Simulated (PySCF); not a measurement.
# CH8OSi3: the cost of one run

Computed with PySCF 2.14.0, with density-fitted response routines of our own, on a single molecule in the gas phase. Atoms count from 0, in the outputs and in this text.

## 1. Starting geometry

13 atoms, charge 0, multiplicity 1; geometry from: GFN2-xTB. The atoms were then displaced at random by about 0.01 Å, so the start is not that level's minimum.

Bonds of the start (Å): Si0–Si1 2.31, Si1–C2 1.94, C2–Si3 1.89, Si3–O4 1.63, O4–Si1 1.69, Si0–H5 1.43, Si0–H6 1.48, Si0–H7 1.47, Si1–H8 1.49, C2–H9 1.08, C2–H10 1.09, Si3–H11 1.48, Si3–H12 1.45.

## 2. Relaxing the molecule at PBE0-D3(BJ)/def2-SVP

What the job is given:

```
{"job": {"xc": "PBE0", "basis": "def2-SVP", "d3": "d3bj", "grid": 1, "shake": 0.01, "kind": "geom"}, "charge": 0, "multiplicity": 1}
Si     2.345510     0.028790     0.209940
Si     0.119100    -0.079390     0.831810
C     -1.217380     0.975830    -0.101100
Si    -1.740670    -0.712150    -0.776710
O     -0.561320    -1.430940     0.088060
H      2.989860    -1.233290     0.027450
H      2.555330     0.794060    -1.043580
H      3.088090     0.779640     1.238850
H     -0.226440    -0.187550     2.274170
H     -0.826180     1.682510    -0.818390
H     -1.922070     1.505070     0.537640
H     -3.051620    -1.197880    -0.283230
H     -1.546390    -0.941580    -2.195250
```

Launch:

```
$ OMP_NUM_THREADS=1 python probes_run.py task.json out
```

The driver reads the jobs from task.json and runs them one after another.

Q: Estimate the wall time and peak memory of this first job on 1 thread of Arm Neoverse V1, shared host.

About 74 s, with a peak of 0.52 GiB.
